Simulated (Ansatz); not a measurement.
# Nb2C3: the cost of one run

Method: DFT PBE, scalar-relativistic, plane waves, PAW, in Ansatz 0.2.0.

### Step 1. The starting structure

The structure is cubic, space group Pm-3m (No. 221). Conventional cell: a = 4.269 Å, b = 4.269 Å, c = 4.269 Å, α = 90.00°, β = 90.00°, γ = 90.00°. Around Nb (site symmetry m-3m) lie 12 C at 3.02 Å. Nb (site symmetry m-3m) has 6 C at 2.13 Å as nearest neighbours. C (site symmetry 4/mmm) has 6 Nb at 2.13 to 3.02 Å as nearest neighbours.

As a file:

```xyz
5
Lattice="4.2695 0.0000 0.0000 0.0000 4.2695 0.0000 0.0000 0.0000 4.2695" Properties=species:S:1:pos:R:3 pbc="T T T"
Nb    2.1347    2.1347    2.1347
Nb    0.0000    0.0000    0.0000
C     2.1347    0.0000    0.0000
C     0.0000    2.1347    0.0000
C     0.0000    0.0000    2.1347
```

A structure generator made this guess: random cell by space group and Wyckoff sites (Pm-3m, No. 221). Its size is a rough estimate.

### Step 2. The guess as it stands, on a coarse mesh

Contents of input.yaml:

```yaml
crystal:
  lattice:
    - [4.26949764, 0.0, 0.0]
    - [0.0, 4.26949764, 0.0]
    - [0.0, 0.0, 4.26949764]
  atoms:
    - { symbol: Nb, position: [0.5, 0.5, 0.5] }
    - { symbol: Nb, position: [0.0, 0.0, 0.0] }
    - { symbol: C, position: [0.5, 0.0, 0.0] }
    - { symbol: C, position: [0.0, 0.5, 0.0] }
    - { symbol: C, position: [0.0, 0.0, 0.5] }
basis:
  ecutwfc: 420
kpoints:
  mp_grid: { grid: [4, 4, 4] }
hamiltonian:
  xc: pbe
scf:
  occupations: { method: gaussian, width: 0.1 }
  lower_state_search: "off"
output:
  forces: true
  stress: true
  eigenvalues: true
```

On the command line:

```
$ ansatz run input.yaml --threads 1 --pin off --max-ram 2560MiB --backend cpu --events-out ev --progress --plain --runs-dir out
```

What time and memory should one allow on 1 thread of AMD EPYC (Zen 3), shared host?

About 1.9 s, with a peak of 0.33 GiB.
